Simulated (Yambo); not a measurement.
Here is a Yambo 5.3.0 calculation.

File optics1.in:

```
optics
chi
Chimod= "HARTREE"
% BndsRnXd
 1 | 29 |
%
NGsBlkXd= 2 Ry
% LongDrXd
 1 | 0 | 0 |
%
% QpntsRXd
 1 | 1 |
%
% EnRngeXd
 0 | 20 | eV
%
% DmRngeXd
 0.2 | 0.2 | eV
%
ETStpsXd= 300
```

The input scf.in:

```
&CONTROL
  calculation = 'scf'
  prefix = 'pwscf'
  outdir = './tmp'
  pseudo_dir = './pseudo'
/
&SYSTEM
  ibrav = 0
  nat = 3
  ntyp = 2
  ecutwfc = 84
  nbnd = 15
  occupations = 'smearing'
  smearing = 'fd'
  degauss = 0.00367493
  force_symmorphic = .true.
/
&ELECTRONS
  conv_thr = 6d-10
  electron_maxstep = 120
  mixing_beta = 0.5
/
ATOMIC_SPECIES
Ti    47.8670 Ti.upf
B     10.8100 B.upf
CELL_PARAMETERS angstrom
   3.0292000000    0.0000000000    0.0000000000
  -1.5146000000    2.6233641531    0.0000000000
   0.0000000000    0.0000000000    3.2284000000
ATOMIC_POSITIONS angstrom
Ti     0.0000000000    0.0000000000    0.0000000000
B      1.5146000002    0.8744547176    1.6142000000
B     -0.0000000002    1.7489094355    1.6142000000
K_POINTS automatic
12 12 10 0 0 0
```

Contents of nscf.in:

```
&CONTROL
  calculation = 'nscf'
  prefix = 'pwscf'
  outdir = './tmp'
  pseudo_dir = './pseudo'
/
&SYSTEM
  ibrav = 0
  nat = 3
  ntyp = 2
  ecutwfc = 84
  nbnd = 29
  occupations = 'smearing'
  smearing = 'fd'
  degauss = 0.00367493
  force_symmorphic = .true.
/
&ELECTRONS
  conv_thr = 1d-08
  diago_full_acc = .true.
  diago_thr_init = 1d-06
/
ATOMIC_SPECIES
Ti    47.8670 Ti.upf
B     10.8100 B.upf
CELL_PARAMETERS angstrom
   3.0292000000    0.0000000000    0.0000000000
  -1.5146000000    2.6233641531    0.0000000000
   0.0000000000    0.0000000000    3.2284000000
ATOMIC_POSITIONS angstrom
Ti     0.0000000000    0.0000000000    0.0000000000
B      1.5146000002    0.8744547176    1.6142000000
B     -0.0000000002    1.7489094355    1.6142000000
K_POINTS automatic
12 12 10 0 0 0
```

Potentials or basis: PseudoDojo 0.4.1 SR PBEsol standard.

Command:

```bash
$ OMP_NUM_THREADS=1 pw.x -in scf.in > scf.out
$ OMP_NUM_THREADS=1 pw.x -in nscf.in > nscf.out
$ cd tmp/pwscf.save; p2y; mv SAVE ../..; cd ../..
$ OMP_NUM_THREADS=1 yambo
$ OMP_NUM_THREADS=1 yambo -F optics1.in -J optics1 -C optics1_out
```

(1) Predict the band gap on the k mesh, mean-field level.

## Answers

(1) none (metal or under the smearing width).

Caveat: the ground state has no gap, which makes the many-body step unreliable.
